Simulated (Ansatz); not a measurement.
# SnO: the cost of one run

Program: Ansatz 0.2.0. Level of theory: DFT PBE with spin–orbit coupling, plane waves, PAW. These are calculated values, not measurements.

1 further run of the same task is left out (set aside as unsound or not needed).

**1. The structure to begin with**

Symmetry: P4/nmm, No. 129, tetragonal system. The conventional cell has a = 3.836 Å, b = 3.836 Å, c = 4.751 Å, α = 90.00°, β = 90.00°, γ = 90.00°. Around Sn (site symmetry 4mm) lie 4 O at 2.24 Å. O (site symmetry -4m2) has 4 Sn at 2.24 Å as nearest neighbours.

As a file:

```cif
data_structure
_symmetry_space_group_name_H-M 'P 1'
_symmetry_Int_Tables_number 1
_cell_length_a 3.8358
_cell_length_b 3.8358
_cell_length_c 4.7512
_cell_angle_alpha 90.000
_cell_angle_beta 90.000
_cell_angle_gamma 90.000
_cell_volume 69.91
loop_
_atom_site_label
_atom_site_type_symbol
_atom_site_fract_x
_atom_site_fract_y
_atom_site_fract_z
_atom_site_occupancy
Sn1 Sn 0.00000 0.50000 0.24357 1
Sn2 Sn 0.50000 0.00000 0.75643 1
O1 O 0.00000 0.00000 0.00000 1
O2 O 0.50000 0.50000 0.00000 1
```

Origin of the cell: volume kept, shape and atoms relaxed. An earlier run on this cell at PBE, without spin–orbit coupling gave 2.30 GPa at 17.476 Å³/atom (10×10×8 mesh), metallic.

**2. Spin-orbit coupling: topological invariants**

Input file input.yaml:

```yaml
crystal:
  lattice:
    - [3.835791367, 0.0, 0.0]
    - [0.0, 3.835791367, 0.0]
    - [0.0, 0.0, 4.7511721913]
  atoms:
    - { symbol: Sn, position: [0.0, 0.5, 0.2435694544] }
    - { symbol: Sn, position: [0.5, 0.0, 0.7564305456] }
    - { symbol: O, position: [0.0, 0.0, 0.0] }
    - { symbol: O, position: [0.5, 0.5, 0.0] }
basis:
  ecutwfc: 420
  ecutrho_ratio: 4
kpoints:
  mp_grid: { grid: [6, 6, 4] }
hamiltonian:
  xc: pbe
scf:
  occupations: { method: gaussian, width: 0.05 }
output:
  forces: true
  stress: true
  eigenvalues: true
  populations: true
  topological_invariants: true
magnetization:
  noncollinear: true
  spin_orbit: true
```

On the command line:

```sh
> ansatz run input.yaml --threads 8 --pin off --max-ram 15360MiB --backend cpu --events-out ev --progress --plain --runs-dir out
```

What time and memory should one allow on 8 threads of AMD EPYC 7R43 (Zen 3), shared host?

About 29 s, with a peak of 1 GiB.
